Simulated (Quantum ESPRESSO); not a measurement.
# Na2YC4 (P4mm) in Quantum ESPRESSO: reference runs

Reference runs on Na2YC4: the cell as given.

Everything below comes from runs of Quantum ESPRESSO 7.5. Logs are shortened: lines on timing, memory, paths and dates and some standing lists are left out, and cuts for length are marked.

### 1 The structure

Symmetry: P4mm, No. 99, tetragonal system. The conventional cell has a = 5.942 Å, b = 5.942 Å, c = 3.787 Å, α = 90.00°, β = 90.00°, γ = 90.00°. Na (site symmetry 2mm) is surrounded by 2 C at 2.37 Å. Y (site symmetry 4mm) has 4 C at 1.87 Å as nearest neighbours. Around C (site symmetry m) lie 2 C at 1.47 Å.

The cell was built by a generator and needn't be a form met in nature.

### 2 Single point, PBE

File pw.in:

```
&CONTROL
  calculation = 'scf'
  prefix = 'pwscf'
  outdir = './tmp'
  pseudo_dir = './pseudo'
  tprnfor = .true.
  tstress = .true.
  disk_io = 'nowf'
/
&SYSTEM
  ibrav = 0
  nat = 7
  ntyp = 3
  ecutwfc = 55
  ecutrho = 440
  nbnd = 31
  occupations = 'smearing'
  smearing = 'fd'
  degauss = 0.00367493
/
&ELECTRONS
  conv_thr = 1.4d-09
  electron_maxstep = 120
  mixing_beta = 0.5
/
ATOMIC_SPECIES
Na    22.9898 na_pbe_v1.5.uspp.F.UPF
Y     88.9058 Y_pbe_v1.uspp.F.UPF
C     12.0110 C.pbe-n-kjpaw_psl.1.0.0.UPF
CELL_PARAMETERS angstrom
   5.9417100100    0.0000000000    0.0000000000
   0.0000000000    5.9417100100    0.0000000000
   0.0000000000    0.0000000000    3.7869657200
ATOMIC_POSITIONS crystal
Na     0.5000000000    0.0000000000    0.6769184000
Na     0.0000000000    0.5000000000    0.6769184000
Y      0.0000000000    0.0000000000    0.9038595600
C      0.1752983100    0.0000000000    0.3137834900
C      0.8247016900    0.0000000000    0.3137834900
C      0.0000000000    0.1752983100    0.3137834900
C      0.0000000000    0.8247016900    0.3137834900
K_POINTS automatic
5 5 7 0 0 0
```

Potentials or basis: SSSP 1.3 efficiency PBE.

Command:

```console
$ OMP_NUM_THREADS=1 pw.x -in pw.in > pw.out
```

pw.out:

```text
This program is part of the open-source Quantum ESPRESSO suite
     for quantum simulation of materials; please cite
         "P. Giannozzi et al., J. Phys.:Condens. Matter 21 395502 (2009);
         "P. Giannozzi et al., J. Phys.:Condens. Matter 29 465901 (2017);
         "P. Giannozzi et al., J. Chem. Phys. 152 154105 (2020);
     in publications or presentations arising from this work. More details at

     file C.pbe-n-kjpaw_psl.1.0.0.UPF: wavefunction(s)  2S 2P renormalized
     Message from routine setup:
     using ibrav=0 with symmetry is DISCOURAGED, use correct ibrav instead

     G-vector sticks info
     --------------------
     sticks:   dense  smooth     PW     G-vecs:    dense   smooth      PW
     Sum        4421    2217    621               140611    49777    7495

     Using Slab Decomposition

     bravais-lattice index     =            0
     lattice parameter (alat)  =      11.2282  a.u.
     unit-cell volume          =     902.2167 (a.u.)^3
     number of atoms/cell      =            7
     number of atomic types    =            3
     number of electrons       =        45.00
     number of Kohn-Sham states=           31
     kinetic-energy cutoff     =      55.0000  Ry
     charge density cutoff     =     440.0000  Ry
     scf convergence threshold =      1.4E-09
     mixing beta               =       0.5000
     number of iterations used =            8  plain     mixing
     Exchange-correlation= SLA  PW   PBX  PBC
                           (   1   4   3   4   0   0   0)

     celldm(1)=  11.228205  celldm(2)=   0.000000  celldm(3)=   0.000000
     celldm(4)=   0.000000  celldm(5)=   0.000000  celldm(6)=   0.000000

     crystal axes: (cart. coord. in units of alat)
               a(1) = (   1.000000   0.000000   0.000000 )
               a(2) = (   0.000000   1.000000   0.000000 )
               a(3) = (   0.000000   0.000000   0.637353 )

     reciprocal axes: (cart. coord. in units 2 pi/alat)
               b(1) = (  1.000000  0.000000  0.000000 )
               b(2) = (  0.000000  1.000000  0.000000 )
               b(3) = (  0.000000  0.000000  1.568990 )

     PseudoPot. # 1 for Na read from file:
     na_pbe_v1.5.uspp.F.UPF
     Pseudo is Ultrasoft, Zval =  9.0
     Generated by new atomic code, or converted to UPF format
     Using radial grid of  819 points,  5 beta functions with:
                l(1) =   0
                l(2) =   0
                l(3) =   1
                l(4) =   1
                l(5) =   2
     Q(r) pseudized with  8 coefficients,  rinner =    1.250   1.250   1.250
                                                       1.250   1.250

     PseudoPot. # 2 for Y  read from file:
     Y_pbe_v1.uspp.F.UPF
     Pseudo is Ultrasoft + core correction, Zval = 11.0
     Generated by new atomic code, or converted to UPF format
     Using radial grid of  885 points,  6 beta functions with:
                l(1) =   0
                l(2) =   0
                l(3) =   1
                l(4) =   1
                l(5) =   2
                l(6) =   2
     Q(r) pseudized with  6 coefficients,  rinner =    1.200   1.200   1.200
                                                       1.200   1.200

     PseudoPot. # 3 for C  read from file:
     C.pbe-n-kjpaw_psl.1.0.0.UPF
     Pseudo is Projector augmented-wave + core cor, Zval =  4.0
     Generated using "atomic" code by A. Dal Corso  v.5.1
     Shape of augmentation charge: PSQ
     Using radial grid of 1073 points,  4 beta functions with:
                l(1) =   0
                l(2) =   0
                l(3) =   1
                l(4) =   1
     Q(r) pseudized with 0 coefficients

     atomic species   valence    mass     pseudopotential
     Na                9.00    22.98980     Na( 1.00)
     Y                11.00    88.90580     Y ( 1.00)
     C                 4.00    12.01100     C ( 1.00)

      8 Sym. Ops. (no inversion) found

   Cartesian axes

     site n.     atom                  positions (alat units)
         1        Na     tau(   1) = (   0.5000000   0.0000000   0.4314359  )
         2        Na     tau(   2) = (   0.0000000   0.5000000   0.4314359  )
         3        Y      tau(   3) = (   0.0000000   0.0000000   0.5760775  )
         4        C      tau(   4) = (   0.1752983   0.0000000   0.1999908  )
         5        C      tau(   5) = (   0.8247017   0.0000000   0.1999908  )
         6        C      tau(   6) = (   0.0000000   0.1752983   0.1999908  )
         7        C      tau(   7) = (   0.0000000   0.8247017   0.1999908  )

     number of k points=    24  Fermi-Dirac smearing, width (Ry)=  0.0037
                       cart. coord. in units 2pi/alat
        k(    1) = (   0.0000000   0.0000000   0.0000000), wk =   0.0114286
        k(    2) = (   0.0000000   0.0000000   0.2241414), wk =   0.0228571
        k(    3) = (   0.0000000   0.0000000   0.4482828), wk =   0.0228571
        k(    4) = (   0.0000000   0.0000000   0.6724241), wk =   0.0228571
        k(    5) = (   0.0000000   0.2000000   0.0000000), wk =   0.0457143
        k(    6) = (   0.0000000   0.2000000   0.2241414), wk =   0.0914286
[... 16 lines left out ...]
        k(   23) = (   0.4000000   0.4000000   0.4482828), wk =   0.0914286
        k(   24) = (   0.4000000   0.4000000   0.6724241), wk =   0.0914286

     Dense  grid:   140611 G-vectors     FFT dimensions: (  75,  75,  48)

     Smooth grid:    49777 G-vectors     FFT dimensions: (  54,  54,  36)

     Initial potential from superposition of free atoms

     starting charge      44.9828, renormalised to      45.0000

     negative rho (up, down):  4.199E-02 0.000E+00
     Starting wfcs are   39 randomized atomic wfcs

     Self-consistent Calculation

     iteration #  1     ecut=    55.00 Ry     beta= 0.50
     Davidson diagonalization with overlap
     ethr =  1.00E-02,  avg # of iterations =  2.8

     negative rho (up, down):  4.244E-02 0.000E+00

     total energy              =    -350.32279231 Ry
     estimated scf accuracy    <       2.28852681 Ry

     iteration #  2     ecut=    55.00 Ry     beta= 0.50
     Davidson diagonalization with overlap
     ethr =  5.09E-03,  avg # of iterations =  3.4

     negative rho (up, down):  4.212E-02 0.000E+00

     total energy              =    -350.87674775 Ry
     estimated scf accuracy    <       0.31441686 Ry

     iteration #  3     ecut=    55.00 Ry     beta= 0.50
     Davidson diagonalization with overlap
     ethr =  6.99E-04,  avg # of iterations =  3.8

     negative rho (up, down):  4.190E-02 0.000E+00

     total energy              =    -350.94669662 Ry
     estimated scf accuracy    <       0.02587206 Ry

     iteration #  4     ecut=    55.00 Ry     beta= 0.50
     Davidson diagonalization with overlap
     ethr =  5.75E-05,  avg # of iterations =  6.0
[... 46 lines left out ...]
     negative rho (up, down):  4.195E-02 0.000E+00

     total energy              =    -350.95165625 Ry
     estimated scf accuracy    <       0.00000010 Ry

     iteration # 10     ecut=    55.00 Ry     beta= 0.50
     Davidson diagonalization with overlap
     ethr =  2.12E-10,  avg # of iterations =  2.1

     negative rho (up, down):  4.195E-02 0.000E+00

     total energy              =    -350.95165635 Ry
     estimated scf accuracy    <          2.4E-09 Ry

     iteration # 11     ecut=    55.00 Ry     beta= 0.50
     Davidson diagonalization with overlap
     ethr =  5.43E-12,  avg # of iterations =  3.7

     negative rho (up, down):  4.195E-02 0.000E+00

     End of self-consistent calculation

          k = 0.0000 0.0000 0.0000 (  6273 PWs)   bands (ev):

   -47.5684 -47.5682 -36.1690 -19.5655 -19.5655 -19.5332 -19.5332 -19.4277
   -19.4261 -18.6938 -16.8375 -16.8375 -11.9429  -5.3504  -5.3504  -1.5580
    -1.3487  -0.0504   1.5840   1.5840   3.7910   4.4701   4.4701   6.3963
     7.3977   8.0083   8.0083   9.3534   9.6483  10.3561  11.0108

          k = 0.0000 0.0000 0.2241 (  6241 PWs)   bands (ev):

   -47.5683 -47.5681 -36.1600 -19.5651 -19.5651 -19.5320 -19.5320 -19.4322
   -19.4295 -18.9667 -16.8169 -16.8169 -11.3501  -5.6074  -5.6074  -1.5075
    -1.2175   0.0697   2.0895   2.0895   2.9789   4.5299   4.5299   6.5071
     6.6679   8.1858   8.1858   8.9190   9.2673  10.4103  12.0396

          k = 0.0000 0.0000 0.4483 (  6213 PWs)   bands (ev):

   -47.5681 -47.5679 -36.1397 -19.5643 -19.5643 -19.5294 -19.5294 -19.5089
   -19.4371 -19.4175 -16.7695 -16.7695  -9.9887  -6.1092  -6.1092  -1.3887
    -0.8832   0.3823   1.3150   3.2415   3.2415   4.6738   4.6738   5.4683
     6.3072   8.1127   8.6636   8.6636   8.6880  10.8147  11.2222

          k = 0.0000 0.0000 0.6724 (  6189 PWs)   bands (ev):

   -47.5679 -47.5677 -36.1233 -19.8455 -19.5636 -19.5636 -19.5272 -19.5272
   -19.4432 -19.4397 -16.7306 -16.7306  -8.7547  -6.4593  -6.4593  -1.2876
    -0.5701  -0.0721   0.7003   4.2535   4.2535   4.6400   4.8177   4.8177
     5.6193   7.5643   9.0139   9.0139   9.1499  10.4989  10.4990

          k = 0.0000 0.2000 0.0000 (  6243 PWs)   bands (ev):
[... 118 lines left out ...]
          k = 0.4000 0.4000 0.2241 (  6223 PWs)   bands (ev):

   -47.5682 -47.5682 -36.1602 -19.5671 -19.5616 -19.5361 -19.5197 -19.4310
   -19.4307 -18.9583 -16.8322 -16.8322 -11.3351  -5.6631  -5.6628  -1.5708
    -0.6248   0.6556   1.8406   1.8549   3.0933   3.5197   3.5362   6.3308
     6.8998   8.4408   8.5108   9.2054   9.7694  11.6707  11.9108

          k = 0.4000 0.4000 0.4483 (  6223 PWs)   bands (ev):

   -47.5680 -47.5680 -36.1398 -19.6101 -19.5664 -19.5610 -19.5183 -19.4405
   -19.4389 -19.3995 -16.7811 -16.7811  -9.9759  -6.1572  -6.1570  -1.4465
    -0.3836   0.8937   1.4520   2.7670   2.7805   3.9913   3.9979   5.8477
     6.5454   7.8186   8.5502   8.5862   9.3059  10.8290  10.9521

          k = 0.4000 0.4000 0.6724 (  6191 PWs)   bands (ev):

   -47.5678 -47.5678 -36.1234 -19.8779 -19.5658 -19.5605 -19.5173 -19.4845
   -19.4454 -19.4448 -16.7391 -16.7391  -8.7450  -6.5034  -6.5033  -1.3404
    -0.1901   0.0834   1.1267   3.5600   3.5712   4.3188   4.3217   5.1552
     6.5988   6.9980   8.4735   8.5383   9.0990  10.4978  10.6121

     the Fermi energy is     4.5119 ev

!    total energy              =    -350.95165638 Ry
     estimated scf accuracy    <          2.2E-10 Ry
     smearing contrib. (-TS)   =      -0.00248550 Ry
     internal energy E=F+TS    =    -350.94917087 Ry

     The total energy is F=E-TS. E is the sum of the following terms:
     one-electron contribution =    -302.40290671 Ry
     hartree contribution      =     164.25011805 Ry
     xc contribution           =     -70.09492368 Ry
     ewald contribution        =    -117.99585196 Ry
     one-center paw contrib.   =     -24.70560657 Ry

     convergence has been achieved in  11 iterations

     negative rho (up, down):  4.195E-02 0.000E+00

     Forces acting on atoms (cartesian axes, Ry/au):

     atom    1 type  1   force =     0.00000000    0.00000000    0.01083889
     atom    2 type  1   force =     0.00000000    0.00000000    0.01083889
     atom    3 type  2   force =     0.00000000    0.00000000   -1.04586424
     atom    4 type  3   force =     0.20746647    0.00000000    0.25604661
     atom    5 type  3   force =    -0.20746647    0.00000000    0.25604661
     atom    6 type  3   force =     0.00000000    0.20746647    0.25604661
     atom    7 type  3   force =     0.00000000   -0.20746647    0.25604661

     Total force =     1.236315     Total SCF correction =     0.000035

     Computing stress (Cartesian axis) and pressure

     negative rho (up, down):  4.195E-02 0.000E+00
          total   stress  (Ry/bohr**3)                   (kbar)     P=      355.15
   0.00134734   0.00000000   0.00000000          198.20        0.00        0.00
   0.00000000   0.00134734   0.00000000            0.00      198.20        0.00
   0.00000000   0.00000000   0.00454816            0.00        0.00      669.06

=------------------------------------------------------------------------------=
   JOB DONE.
=------------------------------------------------------------------------------=
```

It took 53 s on 1 thread of AMD EPYC 9R45 (Zen 5), shared host; peak memory 0.61 GiB.

What came out:

| Property | Result |
| --- | --- |
| Free energy | -4774.9405 eV |
| Pressure | 35.5 GPa |
| Largest force | 26.890 eV/Å |
| Band gap on the k mesh | none (metal or under the smearing width) |

Forces in eV/Å, atoms in the order of the input:
```
Na    0.000   0.000   0.279
Na    0.000   0.000   0.279
Y     0.000   0.000 -26.890
C     5.334   0.000   6.583
C    -5.334   0.000   6.583
C     0.000   5.334   6.583
C     0.000  -5.334   6.583
```

Stress tensor (GPa, compression positive):
```
19.82  0.00  0.00
 0.00 19.82  0.00
 0.00  0.00 66.91
```

Caveat: a pressure of tens of GPa on the cell as given is suspect, and the run, the potentials or the cell itself is likely at fault; forces of over 1 eV/Å show positions far from the minimum, so gaps and moduli don't describe the material at rest.
